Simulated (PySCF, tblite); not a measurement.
**C8H12BF: geometry, infrared bands and NMR shifts**

Wanted: the infrared bands and NMR shifts of C8H12BF (`C=CC/C(BF)=C\C(=C)C`), by calculation.

The runs use tblite 0.8.0 and PySCF 2.14.0, with density-fitted response routines of our own; the level of theory stands in each step. All values are computed, except where a source is named. Atoms are numbered from 0 throughout.

## Step 1: The starting structure

22 atoms, charge 0, multiplicity 1; geometry from: force field or distance geometry start.

Bonds of the start (Å): C0–C1 1.34, C1–C2 1.48, C2–C3 1.52, C3–B4 1.56, B4–F5 1.44, C3–C6 1.35, C6–C7 1.48, C7–C8 1.34, C7–C9 1.51, C0–H10 1.09, C0–H11 1.08, C1–H12 1.08, C2–H13 1.11, C2–H14 1.12, B4–H15 1.18, C6–H16 1.08, C8–H17 1.09, C8–H18 1.09, C9–H19 1.11, C9–H20 1.10, C9–H21 1.11.

## Step 2: Geometry optimisation with GFN2-xTB

What the job is given:

```
{"job": {"kind": "relax", "xc": "GFN2-xTB", "basis": "xTB"}, "charge": 0, "multiplicity": 1}
C      1.407100    -0.121400     2.776300
C      1.363900     0.018900     1.439600
C      0.428600     0.973700     0.793800
C      0.540500     0.929700    -0.724800
B      1.675700     1.773900    -1.393000
F      2.592300     2.548900    -0.601300
C     -0.280600     0.199600    -1.503700
C     -1.353700    -0.681500    -0.998800
C     -2.588600    -0.546700    -1.489600
C     -1.075400    -1.788600    -0.016800
H      0.735300     0.463900     3.409600
H      2.084400    -0.821500     3.239600
H      2.038300    -0.586300     0.856100
H      0.652800     2.005200     1.142400
H     -0.625000     0.775800     1.115900
H      1.803100     1.769700    -2.563200
H     -0.194400     0.286200    -2.575300
H     -3.400100    -1.195700    -1.164100
H     -2.819200     0.229900    -2.212700
H     -1.430500    -1.501500     0.994000
H     -1.581600    -2.719000    -0.329200
H      0.016600    -1.993700     0.025700
```

On the command line:

```console
$ OMP_NUM_THREADS=1 python probes_run.py task.json out
```

The driver reads the jobs from task.json and runs them one after another.

**Question.** This job is followed by: GFN2-xTB harmonic vibrations, gas phase; GIAO PBE0/pcSseg-1 NMR shielding, non-relativistic, gas phase. Predict these results of the whole session: strongest single infrared mode (GFN2-xTB); zero-point energy (GFN2-xTB); 13C shifts against TMS (PBE0/pcSseg-1); 1H shifts against TMS (PBE0/pcSseg-1, means over atoms taken as alike); 11B shifts against BF3·OEt2 (PBE0/pcSseg-1); 19F shifts against CFCl3 (PBE0/pcSseg-1); surface potential, 1st and 99th percentile.

**Answer**, as computed:

| quantity | value |
| --- | --- |
| strongest single infrared mode (GFN2-xTB) | 1275 cm⁻¹, 581 km/mol |
| zero-point energy (GFN2-xTB) | 111.0 kcal/mol |
| 13C shifts against TMS (PBE0/pcSseg-1) | 168.6, 153.0, 149.9, 148.3, 135.6, 119.5, 37.7, 24.7 ppm |
| 1H shifts against TMS (PBE0/pcSseg-1, means over atoms taken as alike) | 7.20, 5.98, 5.75, 5.68, 5.27, 5.27, 5.20, 3.38, 2.41 ppm |
| 11B shifts against BF3·OEt2 (PBE0/pcSseg-1) | 47.7 ppm |
| 19F shifts against CFCl3 (PBE0/pcSseg-1) | -30.3 ppm |
| surface potential, 1st and 99th percentile | -0.88 V and 0.95 V |

In words: The optimisation took 209 steps and gained 0.444 eV; among the close pairs (by a distance rule), B4–F5 changed most, from 1.438 to 1.323 Å. All 60 modes are real, so the xTB geometry is a minimum. The strongest single mode, at 1275 cm⁻¹, moves mainly B4. GFN2-xTB is a fitted tight-binding method: band positions and strengths are rough. Its intensities can rank the bands wrongly. At PBE0/pcSseg-1: Shielding is most anisotropic at F5 (span 460 ppm, paramagnetic term -267 ppm). At PBE0/pcSseg-1, counted by nearest atom on the grid, the HOMO lies on C3, C8 about 23 % each; C7 13 %, the LUMO on B4 21 %; C6, C8 about 18 % each.
